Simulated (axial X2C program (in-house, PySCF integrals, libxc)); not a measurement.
**CoN⁻: bond curves with and without spin–orbit coupling**

What are the state, bond length, wavenumber and bond energy of CoN⁻, and what does spin–orbit coupling change?

Program: an in-house X2C program for linear molecules on PySCF integrals. Level of theory: all-electron X2C, Co dyall-acv3z, N dyall-av3z. These are calculated values, not measurements.

**1. Input**

The input, task.json:

```json
{
 "zs": [
  27,
  7
 ],
 "q": -1,
 "bas": [
  "dyall-acv3z",
  "dyall-av3z"
 ],
 "levels": [
  "PBE0",
  "HF",
  "PW91"
 ],
 "cc": true,
 "r0": 1.63,
 "thr": -2.0,
 "nmax": 90,
 "npts": 10,
 "nst": 2,
 "ntry": 6
}
```

Keys: zs atomic numbers; q charge; bas basis sets; levels methods (HF also brings MP2); cc coupled cluster on or off; r0 starting distance in Å; thr threshold in hartree for freezing inner shells (an s shell follows its p shell); nmax most natural virtual spinors; npts points asked for on the curve; nst determinants followed; ntry starts of the search.

Run with:

```sh
$ python so2c.py task.json out
```

Spin-free means the one-electron spin-free X2C Hamiltonian; two-component (2c) means X2C with spin–orbit coupling and atomic mean-field two-electron Coulomb and Gaunt terms. Basis: Co dyall-acv3z contracted to [10s11p7d4f2g], N dyall-av3z contracted to [7s7p3d2f]; Gaussian nuclei, density fitting. Masses: Co 58.933 u, N 14.003 u.

Notation: σ, π±, δ± give the projection m of an orbital's angular momentum (0, ±1, ±2), α and β its spin, Λ and M_S the sums; ω is the projection of a spinor's total angular momentum and Ω the sum. Logs are in hartree.

The results follow Hamiltonian by Hamiltonian and level by level.

**2. Search for the lowest determinant**

PBE0 moves the distance from 1.630 Å to 1.589 Å and compares determinants there.

Spin-free determinants:

| ΔE (eV) | state | open shells |
| --- | --- | --- |
| 0.00 | M_S = 3/2, Λ = 2 | beyond closed shells: π+α, π-α, δ+α, δ+β, δ-α |
| 0.58 | M_S = 5/2, Λ = 2 | beyond closed shells: 2 × σα, π+α, π-α, δ+α, δ+β, δ-α |
| 0.84 | M_S = 1/2, Λ = 2 | beyond closed shells: π+β, π-α, δ+α, δ+β, δ-α |
| 0.99 | M_S = 1/2, Λ = 0 | beyond closed shells: π-α, π-β, δ+α, δ+β, δ-α |
| 1.05 | M_S = 3/2, Λ = 1 | beyond closed shells: σα, π-α, δ+α, δ+β, δ-α |
| 1.14 | M_S = 3/2, Λ = 3 | beyond closed shells: σα, π+α, π+β, π-α, δ+α, δ+β, δ-α |
| 1.22 | M_S = 3/2, Λ = 1 | beyond closed shells: σα, π+α, π-α, π-β, δ+α, δ+β, δ-α |

Two-component determinants:

```csv
ΔE (eV),state,open shells
0.00,Ω = 7/2,"excess of +ω over −ω: ω = -1/2, ω = 3/2, ω = 5/2"
0.12,Ω = 1/2,excess of +ω over −ω: ω = 1/2
0.58,Ω = 9/2,"excess of +ω over −ω: ω = 1/2, ω = 3/2, ω = 5/2"
0.61,Ω = 3/2,"excess of +ω over −ω: ω = 1/2, ω = -3/2, ω = 5/2"
0.80,Ω = 5/2,excess of +ω over −ω: ω = 5/2
1.00,Ω = 3/2,excess of +ω over −ω: ω = 3/2
1.00,Ω = 1/2,"excess of +ω over −ω: ω = -1/2, ω = -3/2, ω = 5/2"
```

**3. PBE0, spin-free**

State followed: M_S = 3/2, Λ = 2 (beyond closed shells: π+α, π-α, δ+α, δ+β, δ-α). The scan is laid around 1.589 Å, a first estimate of the minimum, and this SCF restarts from the orbitals of the search.

The SCF at the reference distance of 1.589 Å:

```text
spin-free X2C-1e  PBE0
basis functions 181  fitting functions 940  grid points 5074
iter        total energy     max residual
   1      -1447.754027916     6.86e-06
   2      -1447.754027918     1.82e-05
   3      -1447.754027920     6.73e-06
converged
one-electron -2136.29728459  Coulomb 692.22120050  exact exchange -16.25051502  xc functional -50.36921162  nuclear repulsion 62.94178280
```

Along the bond, energies from the lowest point:

| R (Å) | E (eV) | μ (D) | HOMO (eV) | LUMO (eV) | iterations |
| --- | --- | --- | --- | --- | --- |
| 1.382 | 1.1221 | -0.33 | 0.32 | 1.99 | 24 |
| 1.446 | 0.4602 | -0.87 | 0.25 | 1.99 | 23 |
| 1.494 | 0.1781 | -1.23 | 0.21 | 1.98 | 25 |
| 1.541 | 0.0357 | -1.54 | 0.18 | 1.98 | 23 |
| 1.589 | 0.0000 | -1.79 | 0.15 | 1.97 | 3 |
| 1.645 | 0.0574 | -1.96 | 0.14 | 1.96 | 23 |
| 1.700 | 0.1844 | -1.91 | 0.17 | 1.95 | 23 |
| 1.772 | 0.3925 | -1.53 | 0.25 | 1.93 | 26 |
| 1.859 | 0.6611 | -1.12 | 0.33 | 1.92 | 95 |
| 1.986 | 1.6510 | -2.03 | 0.13 | 1.97 | 39 |

Dipoles are positive if N is the positive end and refer to the centre of mass.

Outer orbitals at the reference distance:

```csv
symmetry,occupied,ε (eV),atomic character
σα,yes,-14.51,"65% N s, 14% Co d, 10% Co p"
σβ,yes,-13.02,"64% N s, 14% Co d, 11% Co p"
π-α,yes,-4.96,"80% Co d, 18% N p"
π+α,yes,-4.96,"80% Co d, 18% N p"
σα,yes,-4.33,"62% Co d, 28% N p, 7% N s"
δ+α,yes,-3.81,99% Co d
δ-α,yes,-3.81,99% Co d
σβ,yes,-2.65,"50% N p, 38% Co d, 8% N s"
π+β,yes,-1.80,"60% Co d, 35% N p, 2% Co p"
π-β,yes,-1.63,"55% Co d, 40% N p, 3% Co p"
δ+β,yes,-1.50,99% Co d
σα,yes,-0.74,"40% N p, 38% Co s, 13% Co d"
π-α,yes,-0.66,"62% N p, 20% Co d, 14% Co p"
π+α,yes,-0.66,"62% N p, 20% Co d, 14% Co p"
σβ,yes,0.15,"53% Co s, 16% N p, 12% Co d"
σβ,no,1.97,"93% Co p, 5% Co s"
π+β,no,2.01,99% Co p
π-β,no,2.01,99% Co p
σα,no,2.08,"96% Co p, 3% Co s"
```

PBE0 fields in the half plane through the axis: z from -2.4 to 3.9 Å across, distance from the axis 0.15 to 2.25 Å upwards; Co lies at z = 0 and N at z = 1.589 Å; the ELF is damped to zero where the density is low.

log10 density (e/bohr³). Ten even steps from ' ' (-4.56 ) to '@' (1.37 ):
```
....::::::::::::::::::::::::::::......      
..::::::--------------------::::::::....    
::::::----------==----------------::::....  
::::------======================----::::....
::::----======++++++++++++++++====----::....
::------====++******++++++****++++==--::::..
::------==++**##%%##************++==----::..
::------==++##%%@@%%##**##%%##**++====--::..
```

ELF. Ten even steps from '0' (0.00 ) to '9' (0.88 ):
```
1346777653210000000000
3578887654221111000000
5788876543222332210000
6887654432234555421000
7775432221246787642100
7753212332258999864200
7631003787259899975200
7520005868466519985210
```

No constants are quoted: the solution changes its character somewhere along the scan, so the fit is set aside.

**4. HF, spin-free**

Output at 1.589 Å:

```text
spin-free X2C-1e  HF
basis functions 181  fitting functions 940  grid points 5074
iter        total energy     max residual
   1      -1446.136361358     1.53e-01
   2      -1446.176626364     2.52e-02
   3      -1446.187904762     3.11e-02
   4      -1446.194343290     2.35e-02
   5      -1446.204803303     1.66e-02
   6      -1446.215052117     1.59e-02
   7      -1446.220778405     1.63e-02
   8      -1446.217010559     1.58e-02
   9      -1446.201071543     1.18e-02
  10      -1446.201470173     8.54e-03
  11      -1446.203383386     5.21e-03
  12      -1446.204146125     6.74e-03
  13      -1446.205088747     6.74e-03
  14      -1446.204693838     6.80e-03
  15      -1446.204193090     6.53e-03
  16      -1446.201131960     6.97e-03
  17      -1446.202870519     5.10e-03
  18      -1446.201836987     3.73e-03
  19      -1446.201682696     1.47e-03
  20      -1446.201714714     3.69e-03
  21      -1446.201888762     1.00e-03
  22      -1446.201955067     2.15e-03
  23      -1446.201953051     5.93e-04
  24      -1446.201949077     4.85e-04
  25      -1446.201946540     5.60e-04
  26      -1446.201944769     1.61e-04
  27      -1446.201945721     1.43e-04
  28      -1446.201945384     1.32e-04
  29      -1446.201945560     1.32e-04
  30      -1446.201945700     1.37e-04
  31      -1446.201946097     1.19e-04
  32      -1446.201945562     1.35e-04
  33      -1446.201945571     1.35e-04
  34      -1446.201945905     1.27e-04
  35      -1446.201945025     1.28e-04
  36      -1446.201944696     1.20e-04
  37      -1446.201945324     6.39e-05
  38      -1446.201945506     5.54e-05
  39      -1446.201945573     2.66e-05
  40      -1446.201945609     1.45e-05
  41      -1446.201945621     5.93e-06
  42      -1446.201945624     2.75e-06
  43      -1446.201945624     2.27e-06
converged
one-electron -2134.41038056  Coulomb 690.47528118  exact exchange -65.20862904  xc functional 0.00000000  nuclear repulsion 62.94178280
```

On the way the iterations pass 0.512 eV below the final energy, so this may not be the lowest solution of its occupation.

No constants are quoted: the points don't follow one smooth fit.

**5. PW91, spin-free**

The SCF at the reference distance of 1.589 Å:

```text
spin-free X2C-1e  PW91
basis functions 181  fitting functions 940  grid points 5074
iter        total energy     max residual
   1      -1448.215478945     4.93e-02
   2      -1448.219199974     1.48e-02
   3      -1448.130063884     7.53e-02
   4      -1448.212978904     3.24e-02
   5      -1448.222816676     5.82e-03
   6      -1448.223611014     1.31e-03
   7      -1448.223651589     8.67e-04
   8      -1448.223664020     2.94e-04
   9      -1448.223665951     6.02e-05
  10      -1448.223666169     1.03e-04
  11      -1448.223666259     3.04e-05
  12      -1448.223666269     1.42e-05
  13      -1448.223666271     8.89e-07
  14      -1448.223666271     4.83e-07
converged
one-electron -2136.19850901  Coulomb 692.09242920  exact exchange 0.00000000  xc functional -67.05936926  nuclear repulsion 62.94178280
```

Re = 1.605 Å, ωe = 915 cm⁻¹, ωexe = 5.44 cm⁻¹, Be = 0.5785 cm⁻¹, De = 4.45 eV, μ = -1.70 D.

**6. MP2 and beyond, spin-free**

Correlated methods: 15 electrons correlated (frozen shells, counted by type: Co 3 s, 2 p; N 1 s), 281 virtual spinors in MP2, 90 natural virtuals in coupled cluster.

Output of the correlated part at 1.589 Å:

```text
correlated 15  virtual 281  natural virtual 90  E(MP2) -0.645757982  MP2 remainder -0.058527112
iter   CCSD correlation   residual
   1     -0.474400022   4.32e-01
   2     -0.530478244   2.92e-01
   3     -0.543517164   9.66e-02
   4     -0.552540657   6.29e-02
   5     -0.557931153   3.86e-02
   6     -0.559594636   2.10e-02
   7     -0.560147130   1.22e-02
   8     -0.560780343   5.58e-03
   9     -0.560937203   2.79e-03
  10     -0.560853501   1.54e-03
  11     -0.560969313   9.63e-04
  12     -0.560936998   4.94e-04
  13     -0.560930094   2.54e-04
  14     -0.560918450   1.52e-04
  15     -0.560909449   8.85e-05
  16     -0.560907896   5.61e-05
  17     -0.560906448   3.58e-05
  18     -0.560906071   2.22e-05
  19     -0.560906477   1.39e-05
  20     -0.560905929   8.20e-06
  21     -0.560905893   5.10e-06
  22     -0.560905630   3.50e-06
  23     -0.560905525   2.30e-06
  24     -0.560905527   1.38e-06
(T) -0.033288276  T1 0.1443  D1 0.3897  max T2 0.081
```

T1 in the output is the amplitude norm over the root of the electron number; divide by √2 for the Lee–Taylor value.

MP2: No constants are quoted: the reference is strongly spin-contaminated.

CCSD: No constants are quoted: the scan has only 5 points.

CCSD(T): No constants are quoted: the scan has only 5 points.

**7. A higher determinant, spin-free**

State: M_S = 5/2, Λ = 2 (beyond closed shells: 2 × σα, π+α, π-α, δ+α, δ+β, δ-α).

Output at the reference distance:

```text
spin-free X2C-1e  PBE0
basis functions 181  fitting functions 940  grid points 5074
iter        total energy     max residual
   1      -1447.732565758     1.91e-05
   2      -1447.732565752     3.96e-05
   3      -1447.732565765     1.10e-05
   4      -1447.732565768     8.34e-06
   5      -1447.732565771     5.76e-06
   6      -1447.732565772     1.93e-06
converged
one-electron -2135.69427228  Coulomb 691.69392109  exact exchange -16.27554068  xc functional -50.39845670  nuclear repulsion 62.94178280
```

```csv
R (Å),E above the lowest PBE0 point (eV)
1.382,2.090
1.446,1.314
1.494,0.943
1.541,0.712
1.589,0.584
1.645,0.526
1.700,0.531
1.772,0.597
1.859,0.734
```

Re = 1.666 Å, ωe = 640 cm⁻¹, Be = 0.537 cm⁻¹, μ = 0.03 D.

**8. The spin-free curves together**

Energy (eV) of the followed determinant, spin-free, from each level's lowest point:

| R (Å) | PBE0 (jumps) | HF | MP2 (spin-contaminated) | CCSD | CCSD(T) | PW91 |
| --- | --- | --- | --- | --- | --- | --- |
| 1.382 | 1.122 | 1.043 | 1.509 | n/a | n/a | 1.330 |
| 1.446 | 0.460 | n/a | n/a | n/a | n/a | 0.594 |
| 1.494 | 0.178 | n/a | n/a | n/a | n/a | 0.262 |
| 1.541 | 0.036 | 0.091 | 0.049 | 0.064 | 0.090 | 0.075 |
| 1.589 | 0.000 | 0.000 | 0.000 | 0.000 | 0.000 | 0.000 |
| 1.645 | 0.057 | 0.019 | 0.128 | 0.032 | 0.011 | 0.021 |
| 1.700 | 0.184 | 0.135 | 0.390 | 0.154 | 0.124 | 0.128 |
| 1.772 | 0.392 | 0.313 | 1.309 | 0.474 | 0.555 | 0.351 |
| 1.859 | 0.661 | 0.563 | 2.879 | n/a | n/a | 0.702 |
| 1.986 | 1.651 | 0.943 | 4.450 | n/a | n/a | 1.274 |

[end of part 1 of 2]
